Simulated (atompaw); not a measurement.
**Pseudopotential generation for H: PAW (atompaw), PBEsol**

Task: generate the file, and judge it by its logarithmic derivatives, its ghosts and its cutoff.

Program: atompaw 4.2.0.5. Reference atom: PBEsol, scalar-relativistic, spherical and spin-unpolarised. All values are calculated.

## Step 1: Settings

The settings as typed:

- element: hydrogen (H, Z = 1)
- type: PAW
- frozen core: none
- valence charge: 1
- reference configuration: 1s0.5 (charge +0.5)
- partial waves: 1s (bound): rc 0.80 bohr; 1s channel at -0.35 Ry: rc 0.80 bohr; 2p channel at -0.15 Ry: rc 0.75 bohr; 2p channel at 2.35 Ry: rc 0.75 bohr
- local potential: troulliermartins scheme with l = 2 at 0 Ry, radius 0.55 bohr
- core correction: not asked for
- augmentation charge: sinc compensation charge, radius 0.70 bohr; PAW radius 0.80 bohr; waves and projectors: custom rrkj vanderbiltortho

The nodes and maxima of the atom's own shells, from an earlier all-electron run, set the scale for the radii.

All-electron outer shells of the reference configuration (PBEsol, scalar-relativistic, ld1.x):

```json
{"shell": "1s", "level (eV)": "-12.42", "outermost node (bohr)": "–", "outermost maximum (bohr)": "0.95"}
{"shell": "2p", "level (eV)": "-1.58", "outermost node (bohr)": "–", "outermost maximum (bohr)": "4.16"}
```

## Step 2: The generation run

H.input reads:

```
H 1
GGA-PBESOL scalarrelativistic loggrid 1500 logderivrange -3 5 201
1 0 0 0 0 0
1 0 0.5
0 0 0
v
1
0.80 0.70 0.55 0.70
y
-0.35
n
y
-0.15
y
2.35
n
custom rrkj vanderbiltortho sinc
2 0 troulliermartins
0.80
0.80
0.75
0.75
PWSCFOUT
UPFDX 0.0125d0 UPFXMIN -7.d0 UPFZMESH 1.d0
END
```

On the command line:

```bash
$ atompaw < H.input > H.log
```

Before running it: what results should come out? Wanted: cutoffs for 10 and 1 mRy, occupied levels; bound ghosts; largest phase difference near zero energy, channels read; lowest eigenvalue of the overlap; share of valence orbitals outside the PAW sphere; UPF file.

As calculated:

| quantity | value |
| --- | --- |
| cutoffs for 10 and 1 mRy, occupied levels | 18 Ry and 45 Ry |
| bound ghosts | none found |
| largest phase difference near zero energy, channels read | 0.000 rad |
| lowest eigenvalue of the overlap (Bessel basis) | 0.582 (p) |
| share of valence orbitals outside the PAW sphere | 1s 77 % |
| UPF file | written |

What this shows: The potential is soft on the atom at that tolerance: the looser tolerance needs 18 Ry. The Bessel-basis test finds no level below the valence levels. Near zero energy the phases of the channels with partial waves agree within 0.001 rad.
